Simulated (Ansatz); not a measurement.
# C2H7NOSi: inversion of the pyramid at N1, part 2 of 2

Aim: the minimum-energy path and barrier of the inversion of the pyramid at N1. The ends are relaxed first, then joined by a nudged elastic band. SMILES of the start: NC1([SiH3])CO1.

Ansatz 0.2.0; RKS PBE-D4/def2-SVP.

## Step 6: Images and barrier

Images 0 and 6 are the ends. Energies count from image 0; the path length is the program's own measure over all atoms.

| image | path (Å) | energy (eV) | sum of angles at N1 (°) | band force (eV/Å) |
| --- | --- | --- | --- | --- |
| 0 | 0.000 | 0.0000 | 332.0 | - |
| 1 | 0.189 | 0.0054 | 335.3 | 0.009 |
| 2 | 0.379 | 0.0450 | 347.1 | 0.034 |
| 3 | 0.569 | 0.1172 | 358.7 | 0.034 |
| 4* | 0.759 | 0.1521 | 356.8 | 0.039 |
| 5 | 1.094 | 0.1316 | 338.3 | 0.031 |
| 6 | 1.429 | 0.1245 | 331.8 | - |

The star marks the climbing image.

image, energy (eV) and a bar:
```
        0      0.000 
        1      0.005 #
        2      0.045 #########
        3      0.117 #######################
        4      0.152 ##############################
        5      0.132 ##########################
        6      0.125 #########################
```

How the highest energy settled:

| iteration | highest image above image 0 (eV) | largest band force (eV/Å) |
| --- | --- | --- |
| 1 | 0.6969 | 7.146 |
| 2 | 0.2132 | 1.285 |
| 3 | 0.1743 | 0.876 |
| 4 | 0.1538 | 0.292 |
| 5 | 0.1559 | 0.188 |
| 6 | 0.1530 | 0.071 |
| 7 | 0.1521 | 0.039 |

The band as a trajectory file:

```xyz
12
image=0 dE=0.0000
N    -1.009    1.213    0.314
C    -0.282    0.049   -0.033
Si    1.606    0.276   -0.141
C    -0.838   -1.286    0.264
O    -0.806   -0.844   -1.091
H    -0.869    1.964   -0.372
H    -2.019    1.038    0.389
H     2.225   -1.034   -0.537
H     2.186    0.733    1.170
H     1.900    1.316   -1.190
H    -1.843   -1.343    0.733
H    -0.175   -2.136    0.528
12
image=1 dE=0.0054
N    -0.993    1.209    0.323
C    -0.280    0.045   -0.042
Si    1.608    0.274   -0.144
C    -0.846   -1.291    0.235
O    -0.800   -0.840   -1.114
H    -0.888    1.965   -0.363
H    -1.991    1.048    0.493
H     2.256   -1.043   -0.463
H     2.152    0.808    1.152
H     1.907    1.262   -1.239
H    -1.858   -1.347    0.691
H    -0.190   -2.144    0.504
12
image=2 dE=0.0450
N    -0.991    1.195    0.273
C    -0.286    0.030   -0.075
Si    1.598    0.271   -0.152
C    -0.852   -1.303    0.219
O    -0.779   -0.892   -1.139
H    -0.877    1.997   -0.352
H    -1.948    1.091    0.617
H     2.278   -1.035   -0.449
H     2.104    0.825    1.151
H     1.902    1.261   -1.246
H    -1.876   -1.357    0.646
H    -0.195   -2.138    0.541
12
image=3 dE=0.1172
N    -1.039    1.170    0.182
C    -0.297    0.023   -0.100
Si    1.585    0.270   -0.157
C    -0.853   -1.311    0.209
O    -0.752   -0.940   -1.155
H    -0.845    2.038   -0.312
H    -1.902    1.126    0.718
H     2.279   -1.031   -0.442
H     2.081    0.831    1.149
H     1.900    1.262   -1.246
H    -1.885   -1.365    0.618
H    -0.194   -2.128    0.570
12
image=4 dE=0.1521
N    -1.119    1.145    0.076
C    -0.310    0.022   -0.116
Si    1.575    0.271   -0.161
C    -0.854   -1.315    0.209
O    -0.729   -0.967   -1.157
H    -0.811    2.054   -0.262
H    -1.836    1.154    0.796
H     2.274   -1.029   -0.440
H     2.073    0.837    1.144
H     1.894    1.262   -1.250
H    -1.891   -1.369    0.604
H    -0.191   -2.120    0.590
12
image=5 dE=0.1316
N    -1.210    1.118    0.011
C    -0.332    0.011   -0.142
Si    1.554    0.282   -0.156
C    -0.867   -1.330    0.194
O    -0.718   -0.969   -1.167
H    -0.818    2.012   -0.299
H    -1.601    1.214    0.951
H     2.274   -1.017   -0.388
H     2.020    0.885    1.145
H     1.882    1.251   -1.261
H    -1.910   -1.386    0.565
H    -0.197   -2.125    0.581
12
image=6 dE=0.1245
N    -1.234    1.099    0.052
C    -0.342   -0.004   -0.138
Si    1.542    0.287   -0.140
C    -0.881   -1.351    0.169
O    -0.740   -0.939   -1.181
H    -0.896    1.956   -0.399
H    -1.376    1.300    1.049
H     2.295   -1.003   -0.313
H     1.971    0.943    1.148
H     1.870    1.225   -1.272
H    -1.923   -1.407    0.542
H    -0.209   -2.161    0.517
```

## Step 7: Vibrations at the top

The geometry is the highest inner image of the first converged band.

The input, input.yaml:

```yaml
crystal:
  periodic: [false, false, false]
  atoms:
    - { symbol: "N", position_ang: [-1.118712, 1.145331, 0.075914] }
    - { symbol: C, position_ang: [-0.310031, 0.02172, -0.116449] }
    - { symbol: Si, position_ang: [1.575426, 0.271292, -0.161146] }
    - { symbol: C, position_ang: [-0.854011, -1.315417, 0.208852] }
    - { symbol: O, position_ang: [-0.728805, -0.966901, -1.156606] }
    - { symbol: H, position_ang: [-0.810842, 2.054219, -0.262014] }
    - { symbol: H, position_ang: [-1.835977, 1.154488, 0.79622] }
    - { symbol: H, position_ang: [2.274082, -1.028966, -0.440158] }
    - { symbol: H, position_ang: [2.073346, 0.836687, 1.144069] }
    - { symbol: H, position_ang: [1.89441, 1.26199, -1.249561] }
    - { symbol: H, position_ang: [-1.890764, -1.369305, 0.604473] }
    - { symbol: H, position_ang: [-0.191122, -2.120338, 0.590407] }
basis:
  gaussian: { orbitals: def2-SVP }
hamiltonian:
  xc: pbe
  dispersion: d4
phonons: {}
```

On the command line:

```console
ansatz run input.yaml --threads 2 --pin off --max-ram 3072MiB --backend cpu --events-out ev --progress --plain --runs-dir out
```

The log of the run (excerpt; [...] marks lines left out):

```text
Warning: RAYON_NUM_THREADS=2 ignored (pool sized by the plan → 2); use --threads N
[...]
Functional definition: PBE
[...]
1233 factors; their error is unknown
[...]
mean field -13583.43754054 eV, -499.1821224301 hartree, gradient 4.1e-5 eV, S^2 0.000000; 0 other end points of the search recorded, 0 dependent functions left out
[...]
reference -13583.43757604 eV, -499.1821237349 hartree; 24, 24 occupied and 85, 85 virtual orbitals, 1233 factors
[...]
1233 factors; their error is unknown
mean field -13583.43747218 eV, -499.1821199179 hartree, gradient 1.4e-6 eV, S^2 0.000000; 0 other end points of the search recorded, 0 dependent functions left out
[...]
reference -13583.43750769 eV, -499.1821212229 hartree; 24, 24 occupied and 85, 85 virtual orbitals, 1233 factors
[...]
1233 factors; their error is unknown
[...]
mean field -13583.43733336 eV, -499.1821148165 hartree, gradient 1.2e-6 eV, S^2 0.000000; 0 other end points of the search recorded, 0 dependent functions left out
[...]
WARN: phonons: modes at or below zero, which the zero-point energy, F, S and C_V leave out: 1, the lowest at -406.19 cm⁻¹. A minimum has none, and a first-order saddle one
[...]
Atom 4 at    -0.728805    -0.966901    -1.156606 Å, force    -0.010143    -0.009674    -0.007694 eV/Å
Atom 5 at    -0.810842     2.054219    -0.262014 Å, force     0.003429    -0.017451     0.002435 eV/Å
Atom 6 at    -1.835977     1.154488     0.796220 Å, force    -0.019734    -0.023815     0.022130 eV/Å
Atom 7 at     2.274082    -1.028966    -0.440158 Å, force    -0.007420    -0.003351     0.004846 eV/Å
Atom 8 at     2.073346     0.836687     1.144069 Å, force     0.000281     0.003380     0.000876 eV/Å
Atom 9 at     1.894410     1.261990    -1.249561 Å, force    -0.001717     0.004606    -0.002634 eV/Å
Atom 10 at    -1.890764    -1.369305     0.604473 Å, force     0.002143    -0.000138    -0.005580 eV/Å
Atom 11 at    -0.191122    -2.120338     0.590407 Å, force     0.000345    -0.007690     0.006204 eV/Å
Dipole moment:    -0.137065     0.269584     0.458076 e Å
Vibrations: -406.19 106.54 210.54 231.40 299.49 366.41 425.86 567.21 623.68 630.02 698.75 874.45 885.60 906.79 915.25 939.93 1081.81 1088.63 1126.97 1257.60 1343.44 1462.55 1551.98 2153.96 2163.24 2182.73 2962.17 3041.04 3533.80 3649.51 cm⁻¹, zero-point energy 2.311148 eV
```

It took 95 s on 2 threads of Arm Neoverse V1, shared host; peak memory 0.14 GiB.

Of 30 modes, 1 is imaginary by more than 30 cm⁻¹ (406i cm⁻¹).

## Step 8: Summary of results

This closing draws on all 2 parts.

| quantity | value |
| --- | --- |
| end A | 6 moves, 0.332 eV lower |
| end B | 11 moves, 0.350 eV lower |
| barrier forwards | 0.152 eV |
| barrier backwards | 0.028 eV |
| second end relative to first | +0.125 eV |
| highest image | 4 of 0 to 6, climbing |
| band iterations | 7 |
| imaginary modes at the top | 406i cm⁻¹ |

In words: Along this path the system climbs 0.15 eV from the first end (6 kT at 300 K), which at an assumed attempt frequency of 10^13 s⁻¹ means a rate near 10^10 s⁻¹. Going back costs 0.028 eV, since the second end is 0.12 eV above the first. One imaginary mode, as a first-order saddle point has. These are electronic energies, with no zero-point or thermal terms. Tunnelling, which matters where hydrogen moves, is missing too.
